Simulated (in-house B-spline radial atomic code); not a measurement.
**Mo⁺: isotopes**

Aim: how the levels of Mo⁺ shift from isotope to isotope, through nuclear size; the mass enters as a recoil term, given apart.

Method: Dirac-Hartree-Fock, average of configuration, Fermi nucleus, basis-set limit. Code: in-house B-spline radial atomic code version 1.

## (1) Starting point

```
element       : molybdenum (Z = 42)
charge        : +1
electrons     : 41
configuration : 1s2 2s2 2p6 3s2 3p6 3d10 4s2 4p6 4d-4 4d+1
Hamiltonian   : Dirac-Coulomb
nucleus       : Fermi, rms radius 4.327 fm
```

In configurations, a minus sign after the shell means j = l − 1/2 and a plus sign j = l + 1/2; the count of electrons follows.

Input settings:

```ini
Z = 42
electrons = 41.0
configuration = 1s2 2s2 2p6 3s2 3p6 3d10 4s2 4p6 4d-4 4d+1
hamiltonian = dirac
method = hf
spin_polarised = False
nucleus = fermi
rms_radius = 4.3265
mass_number = 90
atomic_mass = 89.91393127
speed_of_light = 137.035999084
```

This reference run was done before. Its total energy is -4046.964620 hartree (electron-nucleus part -9772.0718, recoil term 0.01738191), and its levels are (the highest eight at most):

| orbital | occupation | energy (eV) | <r> (bohr) |
| --- | --- | --- | --- |
| 3p3/2 | 4 | -423.49 | 0.4314 |
| 3d3/2 | 4 | -258.92 | 0.4115 |
| 3d5/2 | 6 | -254.73 | 0.4157 |
| 4s1/2 | 2 | -86.272 | 1.119 |
| 4p1/2 | 2 | -59.109 | 1.235 |
| 4p3/2 | 4 | -53.210 | 1.253 |
| 4d3/2 | 4 | -15.256 | 1.852 |
| 4d5/2 | 1 | -14.516 | 1.890 |

## (2) Mass number 100

The settings differ from step 1 so:

```diff
@@ -7,5 +7,5 @@
 nucleus = fermi
-rms_radius = 4.3265
-mass_number = 90
-atomic_mass = 89.91393127
+rms_radius = 4.4468
+mass_number = 100
+atomic_mass = 99.907467982
 speed_of_light = 137.035999084
```

From the run's result record (rounded, not every field):

```text
{
  "status": "converged",
  "iterations": 11,
  "energy [hartree]": {"total": -4046.96167746, "kinetic": 4197.32716127, "nuclear": -9772.05689703, "coulomb": 1649.20762666, "exact_exchange": -121.439568361},
  "breit [hartree]": {"gaunt": 2.693925, "retardation": -0.2669548, "frequency_dependence": -0.01687076},
  "qed [hartree]": {"self_energy": 1.809168, "uehling": -0.2069337, "wichmann_kroll": 0.003118127},
  "recoil [hartree]": 0.01564321,
  "total_with_corrections [hartree]": -4042.93058252,
  "orbitals [hartree, bohr; first row names the columns]": [
    ["name", "occ", "eps", "<r>"],
    ["1s1/2", 2.0, -739.69579145, 0.035156],
    ["2s1/2", 2.0, -107.43958112, 0.15305],
    ["2p1/2", 2.0, -98.519119428, 0.13085],
    ["2p3/2", 4.0, -94.564441934, 0.13536],
    ["3s1/2", 2.0, -19.690005507, 0.42599],
    ["3p1/2", 2.0, -16.242253484, 0.42143],
    ["3p3/2", 4.0, -15.563025074, 0.43141],
    ["3d3/2", 4.0, -9.5153170866, 0.41147],
    ["3d5/2", 6.0, -9.3609904607, 0.41568],
    ["4s1/2", 2.0, -3.1704317263, 1.1186],
    ["4p1/2", 2.0, -2.1722234273, 1.2347],
    ["4p3/2", 4.0, -1.9554136058, 1.2527],
    ["4d3/2", 4.0, -0.56065353135, 1.8522],
    ["4d5/2", 1.0, -0.53345918423, 1.8902]
  ],
  "sum_r [bohr^k]": {"-1": 232.6693, "1": 27.75656, "2": 38.47132},
  "energy_minus_base [hartree]": 0.00294267919,
  "energy_minus_base_with_corrections [hartree]": 0.0012103079
}
```

Run time: 1.8 s. Hardware: 1 thread, shared host.

energy_minus_base is the energy less that of the reference run.

## (3) Mass number 102

Input settings:

```ini
Z = 42
electrons = 41.0
configuration = 1s2 2s2 2p6 3s2 3p6 3d10 4s2 4p6 4d-4 4d+1
hamiltonian = dirac
method = hf
spin_polarised = False
nucleus = fermi
rms_radius = 4.4914
mass_number = 102
atomic_mass = 101.910293725
speed_of_light = 137.035999084
```

Results of the run:

```text
{
  "status": "converged",
  "iterations": 11,
  "energy [hartree]": {"total": -4046.96056817, "kinetic": 4197.3227115, "nuclear": -9772.0512716, "coulomb": 1649.20754043, "exact_exchange": -121.439548493},
  "breit [hartree]": {"gaunt": 2.693923, "retardation": -0.2669548, "frequency_dependence": -0.01687074},
  "qed [hartree]": {"self_energy": 1.809167, "uehling": -0.2069287, "wichmann_kroll": 0.003118098},
  "recoil [hartree]": 0.01533577,
  "total_with_corrections [hartree]": -4042.92977834,
  "orbitals [hartree, bohr; first row names the columns]": [
    ["name", "occ", "eps", "<r>"],
    ["1s1/2", 2.0, -739.69531729, 0.035156],
    ["2s1/2", 2.0, -107.43952927, 0.15305],
    ["2p1/2", 2.0, -98.519122286, 0.13085],
    ["2p3/2", 4.0, -94.564445425, 0.13536],
    ["3s1/2", 2.0, -19.689996176, 0.42599],
    ["3p1/2", 2.0, -16.242254105, 0.42143],
    ["3p3/2", 4.0, -15.563025822, 0.43141],
    ["3d3/2", 4.0, -9.5153177111, 0.41147],
    ["3d5/2", 6.0, -9.3609910724, 0.41568],
    ["4s1/2", 2.0, -3.1704302, 1.1186],
    ["4p1/2", 2.0, -2.172223512, 1.2347],
    ["4p3/2", 4.0, -1.9554136997, 1.2527],
    ["4d3/2", 4.0, -0.56065356542, 1.8522],
    ["4d5/2", 1.0, -0.53345921535, 1.8902]
  ],
  "sum_r [bohr^k]": {"-1": 232.6692, "1": 27.75656, "2": 38.47132},
  "energy_minus_base [hartree]": 0.00405196327,
  "energy_minus_base_with_corrections [hartree]": 0.0020144965
}
```

It took 1.8 s on 1 thread, shared host.

## (4) Mass number 103

Input settings:

```ini
Z = 42
electrons = 41.0
configuration = 1s2 2s2 2p6 3s2 3p6 3d10 4s2 4p6 4d-4 4d+1
hamiltonian = dirac
method = hf
spin_polarised = False
nucleus = fermi
rms_radius = 4.5145
mass_number = 103
atomic_mass = 102.913091954
speed_of_light = 137.035999084
```

Results of the run:

```text
{
  "status": "converged",
  "iterations": 11,
  "energy [hartree]": {"total": -4046.95998975, "kinetic": 4197.32039214, "nuclear": -9772.04833921, "coulomb": 1649.20749546, "exact_exchange": -121.439538135},
  "breit [hartree]": {"gaunt": 2.693922, "retardation": -0.2669548, "frequency_dependence": -0.01687073},
  "qed [hartree]": {"self_energy": 1.809167, "uehling": -0.2069261, "wichmann_kroll": 0.003118082},
  "recoil [hartree]": 0.01518633,
  "total_with_corrections [hartree]": -4042.92934813,
  "orbitals [hartree, bohr; first row names the columns]": [
    ["name", "occ", "eps", "<r>"],
    ["1s1/2", 2.0, -739.69507005, 0.035156],
    ["2s1/2", 2.0, -107.43950224, 0.15305],
    ["2p1/2", 2.0, -98.519123776, 0.13085],
    ["2p3/2", 4.0, -94.564447246, 0.13536],
    ["3s1/2", 2.0, -19.689991311, 0.42599],
    ["3p1/2", 2.0, -16.24225443, 0.42143],
    ["3p3/2", 4.0, -15.563026212, 0.43141],
    ["3d3/2", 4.0, -9.5153180368, 0.41147],
    ["3d5/2", 6.0, -9.3609913917, 0.41568],
    ["4s1/2", 2.0, -3.1704294046, 1.1186],
    ["4p1/2", 2.0, -2.172223557, 1.2347],
    ["4p3/2", 4.0, -1.955413749, 1.2527],
    ["4d3/2", 4.0, -0.56065358377, 1.8522],
    ["4d5/2", 1.0, -0.53345923023, 1.8902]
  ],
  "sum_r [bohr^k]": {"-1": 232.6692, "1": 27.75656, "2": 38.47132},
  "energy_minus_base [hartree]": 0.00463039111,
  "energy_minus_base_with_corrections [hartree]": 0.0024447057
}
```

Wall time 1.7 s (1 thread, shared host).

## (5) Mass number 104

Input settings:

```ini
Z = 42
electrons = 41.0
configuration = 1s2 2s2 2p6 3s2 3p6 3d10 4s2 4p6 4d-4 4d+1
hamiltonian = dirac
method = hf
spin_polarised = False
nucleus = fermi
rms_radius = 4.5249
mass_number = 104
atomic_mass = 103.913747443
speed_of_light = 137.035999084
```

Results of the run:

```text
{
  "status": "converged",
  "iterations": 11,
  "energy [hartree]": {"total": -4046.95972846, "kinetic": 4197.31934458, "nuclear": -9772.04701468, "coulomb": 1649.20747509, "exact_exchange": -121.439533452},
  "breit [hartree]": {"gaunt": 2.693921, "retardation": -0.2669548, "frequency_dependence": -0.01687073},
  "qed [hartree]": {"self_energy": 1.809167, "uehling": -0.2069249, "wichmann_kroll": 0.003118075},
  "recoil [hartree]": 0.01504009,
  "total_with_corrections [hartree]": -4042.92923253,
  "orbitals [hartree, bohr; first row names the columns]": [
    ["name", "occ", "eps", "<r>"],
    ["1s1/2", 2.0, -739.69495837, 0.035156],
    ["2s1/2", 2.0, -107.43949003, 0.15305],
    ["2p1/2", 2.0, -98.519124452, 0.13085],
    ["2p3/2", 4.0, -94.564448071, 0.13536],
    ["3s1/2", 2.0, -19.689989115, 0.42599],
    ["3p1/2", 2.0, -16.242254578, 0.42143],
    ["3p3/2", 4.0, -15.56302639, 0.43141],
    ["3d3/2", 4.0, -9.5153181854, 0.41147],
    ["3d5/2", 6.0, -9.3609915373, 0.41568],
    ["4s1/2", 2.0, -3.1704290457, 1.1186],
    ["4p1/2", 2.0, -2.1722235774, 1.2347],
    ["4p3/2", 4.0, -1.9554137716, 1.2527],
    ["4d3/2", 4.0, -0.56065359201, 1.8522],
    ["4d5/2", 1.0, -0.533459238, 1.8902]
  ],
  "sum_r [bohr^k]": {"-1": 232.6692, "1": 27.75656, "2": 38.47132},
  "energy_minus_base [hartree]": 0.00489167451,
  "energy_minus_base_with_corrections [hartree]": 0.0025602972
}
```

Wall time 1.7 s (1 thread, shared host).

## (6) Mass number 105

Input settings:

```ini
Z = 42
electrons = 41.0
configuration = 1s2 2s2 2p6 3s2 3p6 3d10 4s2 4p6 4d-4 4d+1
hamiltonian = dirac
method = hf
spin_polarised = False
nucleus = fermi
rms_radius = 4.5389
mass_number = 105
atomic_mass = 104.916981989
speed_of_light = 137.035999084
```

Results of the run:

```text
{
  "status": "converged",
  "iterations": 11,
  "energy [hartree]": {"total": -4046.95937589, "kinetic": 4197.3179313, "nuclear": -9772.0452277, "coulomb": 1649.20744765, "exact_exchange": -121.439527136},
  "breit [hartree]": {"gaunt": 2.69392, "retardation": -0.2669548, "frequency_dependence": -0.01687073},
  "qed [hartree]": {"self_energy": 1.809167, "uehling": -0.2069233, "wichmann_kroll": 0.003118066},
  "recoil [hartree]": 0.01489628,
  "total_with_corrections [hartree]": -4042.92902304,
  "orbitals [hartree, bohr; first row names the columns]": [
    ["name", "occ", "eps", "<r>"],
    ["1s1/2", 2.0, -739.69480766, 0.035156],
    ["2s1/2", 2.0, -107.43947355, 0.15305],
    ["2p1/2", 2.0, -98.51912536, 0.13085],
    ["2p3/2", 4.0, -94.564449181, 0.13536],
    ["3s1/2", 2.0, -19.68998615, 0.42599],
    ["3p1/2", 2.0, -16.242254776, 0.42143],
    ["3p3/2", 4.0, -15.563026628, 0.43141],
    ["3d3/2", 4.0, -9.5153183846, 0.41147],
    ["3d5/2", 6.0, -9.3609917326, 0.41568],
    ["4s1/2", 2.0, -3.1704285613, 1.1186],
    ["4p1/2", 2.0, -2.172223605, 1.2347],
    ["4p3/2", 4.0, -1.9554138022, 1.2527],
    ["4d3/2", 4.0, -0.56065360318, 1.8522],
    ["4d5/2", 1.0, -0.53345924841, 1.8902]
  ],
  "sum_r [bohr^k]": {"-1": 232.6691, "1": 27.75656, "2": 38.47132},
  "energy_minus_base [hartree]": 0.00524425059,
  "energy_minus_base_with_corrections [hartree]": 0.0027697945
}
```

Run time: 1.7 s. Hardware: 1 thread, shared host.

## (7) Mass number 106

Input settings:

```ini
Z = 42
electrons = 41.0
configuration = 1s2 2s2 2p6 3s2 3p6 3d10 4s2 4p6 4d-4 4d+1
hamiltonian = dirac
method = hf
spin_polarised = False
nucleus = fermi
rms_radius = 4.549
mass_number = 106
atomic_mass = 105.918273231
speed_of_light = 137.035999084
```

Results of the run:

```text
{
  "status": "converged",
  "iterations": 11,
  "energy [hartree]": {"total": -4046.95912092, "kinetic": 4197.3169094, "nuclear": -9772.04393556, "coulomb": 1649.20742781, "exact_exchange": -121.439522569},
  "breit [hartree]": {"gaunt": 2.69392, "retardation": -0.2669548, "frequency_dependence": -0.01687072},
  "qed [hartree]": {"self_energy": 1.809167, "uehling": -0.2069221, "wichmann_kroll": 0.003118059},
  "recoil [hartree]": 0.01475545,
  "total_with_corrections [hartree]": -4042.92890836,
  "orbitals [hartree, bohr; first row names the columns]": [
    ["name", "occ", "eps", "<r>"],
    ["1s1/2", 2.0, -739.69469868, 0.035156],
    ["2s1/2", 2.0, -107.43946164, 0.15305],
    ["2p1/2", 2.0, -98.519126019, 0.13085],
    ["2p3/2", 4.0, -94.564449985, 0.13536],
    ["3s1/2", 2.0, -19.689984006, 0.42599],
    ["3p1/2", 2.0, -16.242254919, 0.42143],
    ["3p3/2", 4.0, -15.5630268, 0.43141],
    ["3d3/2", 4.0, -9.5153185287, 0.41147],
    ["3d5/2", 6.0, -9.3609918736, 0.41568],
    ["4s1/2", 2.0, -3.1704282106, 1.1186],
    ["4p1/2", 2.0, -2.1722236245, 1.2347],
    ["4p3/2", 4.0, -1.9554138238, 1.2527],
    ["4d3/2", 4.0, -0.56065361103, 1.8522],
    ["4d5/2", 1.0, -0.53345925558, 1.8902]
  ],
  "sum_r [bohr^k]": {"-1": 232.6691, "1": 27.75656, "2": 38.47132},
  "energy_minus_base [hartree]": 0.00549921341,
  "energy_minus_base_with_corrections [hartree]": 0.0028844682
}
```

Run time: 1.7 s. Hardware: 1 thread, shared host.

## (8) Mass number 108

Input settings:

```ini
Z = 42
electrons = 41.0
configuration = 1s2 2s2 2p6 3s2 3p6 3d10 4s2 4p6 4d-4 4d+1
hamiltonian = dirac
method = hf
spin_polarised = False
nucleus = fermi
rms_radius = 4.5602
mass_number = 108
atomic_mass = 107.924047508
speed_of_light = 137.035999084
```

Results of the run:

```text
{
  "status": "converged",
  "iterations": 11,
  "energy [hartree]": {"total": -4046.9588376, "kinetic": 4197.31577402, "nuclear": -9772.04249995, "coulomb": 1649.20740583, "exact_exchange": -121.439517496},
  "breit [hartree]": {"gaunt": 2.693919, "retardation": -0.2669548, "frequency_dependence": -0.01687072},
  "qed [hartree]": {"self_energy": 1.809167, "uehling": -0.2069209, "wichmann_kroll": 0.003118051},
  "recoil [hartree]": 0.01448122,
  "total_with_corrections [hartree]": -4042.92889868,
  "orbitals [hartree, bohr; first row names the columns]": [
    ["name", "occ", "eps", "<r>"],
    ["1s1/2", 2.0, -739.69457757, 0.035156],
    ["2s1/2", 2.0, -107.43944839, 0.15305],
    ["2p1/2", 2.0, -98.519126747, 0.13085],
    ["2p3/2", 4.0, -94.564450876, 0.13536],
    ["3s1/2", 2.0, -19.689981622, 0.42599],
    ["3p1/2", 2.0, -16.242255077, 0.42143],
    ["3p3/2", 4.0, -15.56302699, 0.43141],
    ["3d3/2", 4.0, -9.5153186869, 0.41147],
    ["3d5/2", 6.0, -9.3609920286, 0.41568],
    ["4s1/2", 2.0, -3.1704278199, 1.1186],
    ["4p1/2", 2.0, -2.1722236455, 1.2347],
    ["4p3/2", 4.0, -1.955413847, 1.2527],
    ["4d3/2", 4.0, -0.56065361936, 1.8522],
    ["4d5/2", 1.0, -0.53345926296, 1.8902]
  ],
  "sum_r [bohr^k]": {"-1": 232.6691, "1": 27.75656, "2": 38.47132},
  "energy_minus_base [hartree]": 0.00578253662,
  "energy_minus_base_with_corrections [hartree]": 0.0028941498
}
```

It took 1.7 s on 1 thread, shared host.

## (9) The shifts

All values are changes from the reference run; energy changes under 1e-04 eV count as noise.

| change | rms radius (fm) | δ<r²> (fm²) | Δ total energy (eV) | Δ recoil term, not in the total or the levels (eV) | Δ 1s1/2 level (eV) | Δ 4d5/2 level (eV) |
| --- | --- | --- | --- | --- | --- | --- |
| mass number 100 | 4.4468 | +1.055 | +0.08007 | -0.04731 | +0.03423 | below noise |
| mass number 102 | 4.4914 | +1.454 | +0.1103 | -0.05568 | +0.04713 | below noise |
| mass number 103 | 4.5145 | +1.662 | +0.126 | -0.05974 | +0.05386 | below noise |
| mass number 104 | 4.5249 | +1.756 | +0.1331 | -0.06372 | +0.0569 | below noise |
| mass number 105 | 4.5389 | +1.883 | +0.1427 | -0.06764 | +0.061 | below noise |
| mass number 106 | 4.5490 | +1.975 | +0.1496 | -0.07147 | +0.06396 | below noise |
| mass number 108 | 4.5602 | +2.077 | +0.1574 | -0.07893 | +0.06726 | below noise |

The total energy moves by 75.8 meV for each fm² of δ<r²> (from mass number 108): a larger nucleus binds the s electrons less. For that pair the recoil (mass) term changes by 0.079 eV against 0.16 eV from size, so both count. The recoil term is approximate.
